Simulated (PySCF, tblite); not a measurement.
**C₅H₆ClN₂S radical: geometry, infrared bands and EPR parameters**

What infrared bands and EPR parameters should C₅H₆ClN₂S radical (`[CH2]SCn1cnc(Cl)c1`) show?

The runs use tblite 0.8.0 and PySCF 2.14.0, with density-fitted response routines of our own; the level of theory stands in each step. All values are computed, except where a source is named. Atoms are numbered from 0 throughout.

### Step 1. Starting geometry

15 atoms, charge 0, multiplicity 2; geometry from: force field or distance geometry start.

Bonds of the start (Å): C0–S1 1.81, S1–C2 1.81, C2–N3 1.45, N3–C4 1.36, C4–N5 1.34, N5–C6 1.36, C6–Cl7 1.76, C6–C8 1.39, C8–N3 1.34, C0–H9 1.12, C0–H10 1.11, C2–H11 1.14, C2–H12 1.09, C4–H13 1.09, C8–H14 1.09.

### Step 2. Geometry optimisation with GFN2-xTB

The job: settings as JSON, then the geometry in Å.

```
{"job": {"kind": "relax", "xc": "GFN2-xTB", "basis": "xTB"}, "charge": 0, "multiplicity": 2}
C     -3.421300     0.555300     0.295200
S     -1.724700     0.326600     0.869700
C     -0.750900    -0.015700    -0.617500
N      0.655500    -0.222700    -0.350000
C      1.225900    -1.421600    -0.066000
N      2.531100    -1.197800     0.122200
C      2.770300     0.131800    -0.025100
Cl     4.345600     0.896500     0.150500
C      1.569200     0.757000    -0.320900
H     -3.466800     1.334900    -0.503500
H     -3.739400    -0.380700    -0.211800
H     -1.174700    -0.990800    -1.014900
H     -0.965000     0.779400    -1.329800
H      0.688700    -2.368100    -0.037500
H      1.452100     1.823800    -0.488100
```

Command:

```sh
$ OMP_NUM_THREADS=1 python probes_run.py task.json out
```

This one command runs all jobs of the session in turn.

**Question.** This job is followed by: GFN2-xTB harmonic vibrations, gas phase; UKS B3LYP, pcH-1 on C Cl H N S, non-relativistic, mean-field spin-orbit, GIAO. What will the session give for the following? strongest single infrared mode (GFN2-xTB); zero-point energy (GFN2-xTB); g(iso) (B3LYP); ⟨S²⟩; largest a(iso) (averaged by class); potential on the surface of density 0.002 e/bohr³, 1st and 99th percentile.

As calculated:

```
                                                                  quantity                  value
                                 strongest single infrared mode (GFN2-xTB)  1465 cm⁻¹, 112 km/mol
                                              zero-point energy (GFN2-xTB)          63.7 kcal/mol
                                                            g(iso) (B3LYP)                2.00469
                                                                      ⟨S²⟩     0.754 (exact 0.75)
                                        largest a(iso) (averaged by class)   13C on C0, 120.7 MHz
potential on the surface of density 0.002 e/bohr³, 1st and 99th percentile     -1.80 V and 1.65 V
```

What this shows: Over 100 steps the energy fell by 1.272 eV; of the close pairs, C0–S1 changed most, 1.806 to 1.696 Å. No mode is imaginary among the 39: a minimum at this level. The strongest single mode, at 1465 cm⁻¹, is carried by C4, C8, N3, C6. Unscaled tight-binding wavenumbers are off by several per cent, some by more. Its intensities can rank the bands wrongly. Most of the unpaired spin sits on C0 (0.84 e). The isotropic g lies 2.4 ppt above the free-electron value. The conformer search found further structures of the same energy, which may be mirror or relabelled copies of this one.
